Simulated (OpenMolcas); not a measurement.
**Ni³⁺ with 4 ligands (bromide): CASSCF levels and susceptibility**

Aim: the ligand-field states of Ni³⁺ in this surrounding, its lowest levels with spin-orbit coupling and its magnetic susceptibility.

The numbers are computed with OpenMolcas 26.06 (state-averaged CASSCF, spin-orbit coupling by RASSI with atomic mean-field integrals), except any that are marked as measured or tabulated.

1 further run of the same task is left out (it didn't finish).

### Step 1. The system

```
Species                           : Ni³⁺ (nickel, Z = 28, 25 electrons)
Basis                             : ANO-RCC-VDZP [5s4p2d1f], 142 functions with the ligands
Scalar Hamiltonian                : DKH2, point nucleus
Inactive shells                   : 1s 2s 2p 3s 3p of the metal, and all ligand shells
Active space                      : 7 electrons in 5 orbitals (3d)
Some configurations of this space : 3d7
Orbitals                          : optimised for each spin and parity, averaged over all roots
```

The outer shells:

3d7
```
3d [↑↓][↑↓][↑ ][↑ ][↑ ]
```

Ni³⁺ is taken with 4 ligands (bromide) in tetrahedron coordination (Td) at 2.38 Å. A charge of +0.25 e stands 2.8 Å behind each ligand. Ligand basis ANO-RCC-VDZP. The distances are assumed, not relaxed.

```xyz
5

Ni    0.0000    0.0000    0.0000
Br    1.3741    1.3741    1.3741
Br    1.3741   -1.3741   -1.3741
Br   -1.3741    1.3741   -1.3741
Br   -1.3741   -1.3741    1.3741
```

The work runs as a chain of OpenMolcas steps in one folder; each step below is one input file. Labels, J, g values, rates, χT and fits are worked out afterwards by a script from the matrices that RASSI stores.

### Step 2. Basis and integrals

Input file a.inp:

```
&GATEWAY
Coord
5

Ni 0.0 0.0 0.0
Br 1.374094 1.374094 1.374094
Br 1.374094 -1.374094 -1.374094
Br -1.374094 1.374094 -1.374094
Br -1.374094 -1.374094 1.374094
Basis=Ni.ANO-RCC-VDZP,Br.ANO-RCC-VDZP
Group=NoSym
NoMove
AngMom=0.0 0.0 0.0
AMFI
RICD
XField
4 Angstrom 0
2.990675 2.990675 2.990675 0.250000
2.990675 -2.990675 -2.990675 0.250000
-2.990675 2.990675 -2.990675 0.250000
-2.990675 -2.990675 2.990675 0.250000
&SEWARD
```

On the command line:

```bash
> OMP_NUM_THREADS=1 MOLCAS_MEM=2457 MOLCAS_PROJECT=a pymolcas a.inp > a.log
```

Output:

```text
Basis set label: NI.ANO-RCC...5S4P2D1F.

      Electronic valence basis set:
      ------------------
      Associated Effective Charge  28.000000 au
      Associated Actual Charge     28.000000 au
      Nuclear Model: Point charge

      Shell  nPrim  nBasis  Cartesian Spherical Contaminant
         s      21       5        X
         p      15       4        X
         d      10       2                 X
         f       6       1                 X
                  Relativistic Douglas-Kroll-Hess integrals:
                    - DKH order of Hamiltonian: 2
                    - DKH order of Properties : 0
                  Atomic mean-field integrals
```

### Step 3. Reference wave functions, quartets, 10 roots

Input file a.inp:

```
&RASSCF
FileOrb=start.orb
Symmetry=1
Spin=4
nActEl=7 0 0
Inactive=81
Ras2=5
CIRoot=10 10 1
SDav=10
CIMx=300
Iter=150 100
PrWF=0.3
OrbListing=Nothing
MaxOrb=0
LevShft=1.0
>>> COPY $Project.JobIph JOB001
```

start.orb holds start orbitals that the driver prepared beforehand, or those of the step before.

Output, shortened:

```text
[...]
      Number of active orbitals                  5
[...]
      Spin quantum number                      1.5
[...]
      Active orbitals                            5
[...]
      Number of CSFs                            10
      Number of root(s) required                10
[...]
      Convergence after 18 iterations
[...]
      Natural orbitals and occupation numbers for root  1
      sym 1:   1.000000   1.000000   2.000000   1.000000   2.000000
      Natural orbitals and occupation numbers for root  2
      sym 1:   1.880137   1.000000   1.880137   1.119863   1.119863
      Natural orbitals and occupation numbers for root  3
      sym 1:   1.000000   1.814883   1.185117   1.185117   1.814883
::    RASSCF root number  1 Total energy: -11936.64928213
::    RASSCF root number  2 Total energy: -11936.63455586
::    RASSCF root number  3 Total energy: -11936.63455586
[...]
::    RASSCF root number  7 Total energy: -11936.62012072
::    RASSCF root number  8 Total energy: -11936.55402043
::    RASSCF root number  9 Total energy: -11936.55402042
::    RASSCF root number 10 Total energy: -11936.55402042
```

### Step 4. CASSCF: doublets, 40 roots

Input file a.inp:

```
&RASSCF
FileOrb=start.orb
Symmetry=1
Spin=2
nActEl=7 0 0
Inactive=81
Ras2=5
CIRoot=40 40 1
SDav=40
CIMx=300
Iter=150 100
PrWF=0.3
OrbListing=Nothing
MaxOrb=0
LevShft=1.0
>>> COPY $Project.JobIph JOB002
```

On the command line:

```bash
> OMP_NUM_THREADS=1 MOLCAS_MEM=2457 MOLCAS_PROJECT=a pymolcas a.inp > a.log
```

Output, shortened:

```text
[...]
      Number of active orbitals                  5
[...]
      Spin quantum number                      0.5
[...]
      Active orbitals                            5
[...]
      Number of CSFs                            40
      Number of root(s) required                40
[...]
      Convergence after 20 iterations
[...]
      Natural orbitals and occupation numbers for root  1
      sym 1:   1.143754   1.835149   1.053711   1.888324   1.079062
      Natural orbitals and occupation numbers for root  2
      sym 1:   1.076307   1.909980   1.156923   1.806529   1.050261
      Natural orbitals and occupation numbers for root  3
      sym 1:   1.056199   1.825855   1.074380   1.895933   1.147633
::    RASSCF root number  1 Total energy: -11936.56502038
::    RASSCF root number  2 Total energy: -11936.56502038
::    RASSCF root number  3 Total energy: -11936.56502038
[...]
::    RASSCF root number 27 Total energy: -11936.49189837
::    RASSCF root number 28 Total energy: -11936.49189837
::    RASSCF root number 29 Total energy: -11936.47908062
::    RASSCF root number 30 Total energy: -11936.46911300
```

### Step 5. State interaction with spin-orbit coupling

Input file a.inp:

```
&RASSI
NrOfJobIphs=2 10 40
1 2 3 4 5 6 7 8 9 10
1 2 3 4 5 6 7 8 9 10 11 12 13 14 15 16 17 18 19 20 21 22 23 24 25 26 27
28 29 30 31 32 33 34 35 36 37 38 39 40
IphNames
JOB001
JOB002
EJob
SpinOrbit
DIPRint=1.0
SOCoupling=1000.0
Subsets=2
Property=9
'ANGMOM' 1 'ANGMOM' 2 'ANGMOM' 3 'MLTPL  1' 1 'MLTPL  1' 2 'MLTPL  1' 3
'AMFI' 1 'AMFI' 2 'AMFI' 3
SOProperty=3
'ANGMOM' 1 'ANGMOM' 2 'ANGMOM' 3
```

Output:

```text
SPIN-FREE ENERGIES:
  (Shifted by EMIN (a.u.) =     -11936.6492821403)

 SF State       Relative EMIN(au)   Rel lowest level(eV)    D:o, cm**(-1)

     1             0.0000000000        0.0000000000              0.0000
     2             0.0147262751        0.4007223585           3232.0438
     3             0.0147262751        0.4007223585           3232.0438
     4             0.0147262751        0.4007223585           3232.0438
     5             0.0291614176        0.7935225987           6400.1914
     6             0.0291614176        0.7935225987           6400.1914
     7             0.0291614176        0.7935225987           6400.1914
    11             0.0842617668        2.2928794813          18493.3202
    12             0.0842617668        2.2928794813          18493.3202
    13             0.0842617668        2.2928794813          18493.3202
    14             0.0850305205        2.3137983348          18662.0421
    15             0.0860192187        2.3407021835          18879.0363
    16             0.0860192187        2.3407021835          18879.0363
     8             0.0952617091        2.5922031599          20907.5285
     9             0.0952617091        2.5922031599          20907.5285
    10             0.0952617091        2.5922031599          20907.5285
    17             0.0984711332        2.6795360386          21611.9157
    18             0.0984711332        2.6795360386          21611.9157
    19             0.0984711332        2.6795360386          21611.9157
    20             0.1075592034        2.9268350283          23606.5165
    21             0.1075592034        2.9268350283          23606.5165
    22             0.1075592034        2.9268350283          23606.5165
    23             0.1077887032        2.9330800354          23656.8859
    24             0.1077887032        2.9330800354          23656.8859
    25             0.1077887032        2.9330800354          23656.8859
    26             0.1095811518        2.9818550475          24050.2829
    27             0.1095811518        2.9818550475          24050.2829
    28             0.1236278474        3.3640851061          27133.1762
    29             0.1236278474        3.3640851061          27133.1762
    30             0.1236278474        3.3640851061          27133.1762
    31             0.1294900432        3.5236035794          28419.7795
    32             0.1294900432        3.5236035794          28419.7795
    33             0.1294900432        3.5236035794          28419.7795
    34             0.1402320287        3.8159078965          30777.3728
    35             0.1402320287        3.8159078965          30777.3728
    36             0.1402320287        3.8159078965          30777.3728
    37             0.1573837777        4.2826307648          34541.7466
    38             0.1573837777        4.2826307648          34541.7466
    39             0.1702015288        4.6314195389          37354.9178
    40             0.1801691448        4.9026521879          39542.5566
Eigenvalues of complex Hamiltonian:
   -----------------------------------
  (Shifted by EMIN (a.u.) =     -11936.6492821403)

 SO State       Relative EMIN(au)   Rel lowest level(eV)    D:o, cm**(-1)

     1            -0.0009944366        0.0000000001              0.0000
     2            -0.0009944366        0.0000000000              0.0000
     3            -0.0009944366        0.0000000000              0.0000
     4            -0.0009944366        0.0000000001              0.0000
     5             0.0133516127        0.3903758901           3148.5939
     6             0.0133516127        0.3903758901           3148.5939
     7             0.0133516127        0.3903758899           3148.5939
     8             0.0133516127        0.3903758899           3148.5939
     9             0.0140321314        0.4088937458           3297.9505
    10             0.0140321314        0.4088937458           3297.9505
    11             0.0152370683        0.4416817495           3562.4036
    12             0.0152370683        0.4416817495           3562.4036
    13             0.0153121428        0.4437246307           3578.8805
    14             0.0153121428        0.4437246303           3578.8805
    15             0.0153121428        0.4437246303           3578.8805
    16             0.0153121428        0.4437246307           3578.8805
    17             0.0261617374        0.7389571407           5960.0913
    18             0.0261617374        0.7389571407           5960.0913
    19             0.0282782946        0.7965515960           6424.6219
    20             0.0282782946        0.7965515962           6424.6219
    21             0.0282782946        0.7965515962           6424.6219
    22             0.0282782946        0.7965515960           6424.6219
    23             0.0309445988        0.8691054296           7009.8080
    24             0.0309445988        0.8691054296           7009.8080
    25             0.0314852744        0.8838179614           7128.4726
    26             0.0314852744        0.8838179614           7128.4726
    27             0.0314852744        0.8838179612           7128.4726
    28             0.0314852744        0.8838179612           7128.4726
    29             0.0816098641        2.2477775329          18129.5485
    30             0.0816098641        2.2477775329          18129.5485
    31             0.0835642346        2.3009586633          18558.4832
    32             0.0835642346        2.3009586633          18558.4832
    33             0.0835642346        2.3009586625          18558.4832
    34             0.0835642346        2.3009586625          18558.4832
    35             0.0866440445        2.3847645606          19234.4233
    36             0.0866440445        2.3847645606          19234.4233
    37             0.0867222470        2.3868925591          19251.5868
    38             0.0867222470        2.3868925591          19251.5868
    39             0.0867222470        2.3868925585          19251.5868
    40             0.0867222470        2.3868925585          19251.5868
    41             0.0936609693        2.5757048104          20774.4603
Weights of the five most important spin-orbit-free states for each spin-orbit state.

 SO State  Total energy (au)           Spin-free states, spin, and weights
 -------------------------------------------------------------------------------------------------------
    1        -0.000994       1 1.5  0.9446    4 1.5  0.0286    3 1.5  0.0144    2 1.5  0.0109   18 0.5  0.0005
    2        -0.000994       1 1.5  0.9446    3 1.5  0.0242    2 1.5  0.0220    4 1.5  0.0077   19 0.5  0.0006
    3        -0.000994       1 1.5  0.9446    2 1.5  0.0251    3 1.5  0.0215    4 1.5  0.0073   19 0.5  0.0006
    4        -0.000994       1 1.5  0.9446    4 1.5  0.0282    2 1.5  0.0139    3 1.5  0.0117   18 0.5  0.0005
    5         0.013352       3 1.5  0.4849    4 1.5  0.3509    2 1.5  0.1141    6 1.5  0.0245    5 1.5  0.0136
    6         0.013352       3 1.5  0.4818    4 1.5  0.3642    2 1.5  0.1039    6 1.5  0.0237    5 1.5  0.0142
    7         0.013352       2 1.5  0.5293    4 1.5  0.2694    3 1.5  0.1512    7 1.5  0.0222    5 1.5  0.0172
    8         0.013352       2 1.5  0.5193    4 1.5  0.2820    3 1.5  0.1486    7 1.5  0.0223    5 1.5  0.0178
    9         0.014032       4 1.5  0.3278    3 1.5  0.3278    2 1.5  0.3278    7 1.5  0.0051    5 1.5  0.0051
   10         0.014032       4 1.5  0.3278    3 1.5  0.3278    2 1.5  0.3278    7 1.5  0.0051    5 1.5  0.0051
   11         0.015237       4 1.5  0.3305    3 1.5  0.3305    2 1.5  0.3305    7 1.5  0.0027    6 1.5  0.0027
   12         0.015237       4 1.5  0.3305    3 1.5  0.3305    2 1.5  0.3305    7 1.5  0.0027    6 1.5  0.0027
```

These steps: 74 s of run time, 1 thread of Intel Xeon Platinum 8488C (Sapphire Rapids), shared host.

Spin-free states, with their symmetry labels:

| state | degeneracy | E (cm-1) |
| --- | --- | --- |
| 4A2 | 1 | 0 |
| 4T2 | 3 | 3232 |
| 4T1 | 3 | 6400 |
| doublet | 3 | 18493 |
| 2A1 | 1 | 18662 |
| 2E | 2 | 18879 |
| 4T1 | 3 | 20908 |
| 2T2 | 3 | 21612 |
| 2T2 | 3 | 23607 |
| doublet | 3 | 23657 |
| 2E | 2 | 24050 |
| 2T1 | 3 | 27133 |
| 2T1 | 3 | 28420 |
| 2T2 | 3 | 30777 |
| 2E | 2 | 34542 |
| 2A2 | 1 | 37355 |
| doublet | 3 | 39543 |
| 2T1 | 3 | 41596 |
| 2E | 2 | 57721 |
| 2T2 | 3 | 62057 |

With spin-orbit coupling:

```csv
E (cm-1),Degeneracy,Label,2S+1,g
0.0,4,Γ8,4,
3149,4,Γ8,4,
3298,2,Γ6,4,1.68 1.68 1.68
3562,2,Γ7,4,3.40 3.40 3.40
3579,4,Γ8,4,
5960,2,Γ6,4,3.56 3.56 3.56
6425,4,Γ8,4,
7010,2,Γ7,4,1.51 1.51 1.51
7128,4,Γ8,4,
18130,2,Γ6,2,2.28 2.28 2.28
18558,4,Γ8,2,
19234,2,Γ6,2,0.41 0.41 0.41
19252,4,Γ8,2,
20774,4,Γ8,4,
20781,2,Γ7,4,2.54 2.54 2.54
21166,4,Γ8,4,
21579,2,Γ6,4,2.65 2.65 2.65
21713,4,Γ8,2,
21923,2,Γ7,2,0.89 0.89 0.89
23698,2,Γ7,2,2.06 2.06 2.06
23716,4,Γ8,2,
23806,4,Γ8,2,
24213,2,Γ6,2,0.47 0.47 0.47
24566,4,Γ8,2,
```

Principal g values are given for doublets only; a zero marks a field direction without first-order Zeeman splitting.

Powder χT (cm³ K/mol): 2.67 at 2 K, 2.67 at 5 K, 2.67 at 10 K, 2.68 at 20 K, 2.69 at 50 K, 2.71 at 100 K, 2.74 at 150 K, 2.76 at 200 K, 2.78 at 250 K, 2.80 at 300 K.

The orbitals of the open shell are 83 to 94 % metal; the Mulliken charge of the metal is +0.71 e.

### Step 6. Summary of results

```
                                            quantity                            value
                                              method                           CASSCF
                              spin-free ground state  4A2, 1-fold in its orbital part
first state of the same spin within the active space                 4T2 at 3230 cm⁻¹
                                        lowest level                        4-fold Γ8
                                          next level                      3148.6 cm⁻¹
                                         χT at 300 K                   2.80 cm³ K/mol
                           effective moment at 300 K                          4.74 μB
```

What this shows: The spin-free ground state (4A2) is 1-fold and keeps the highest spin of the shell. χT at 300 K is 2.80, against 1.88 cm³ K/mol for the spin alone, so orbital moment adds to it. The bonds are covalent and no ligand orbital is active, so the numbers are rough.
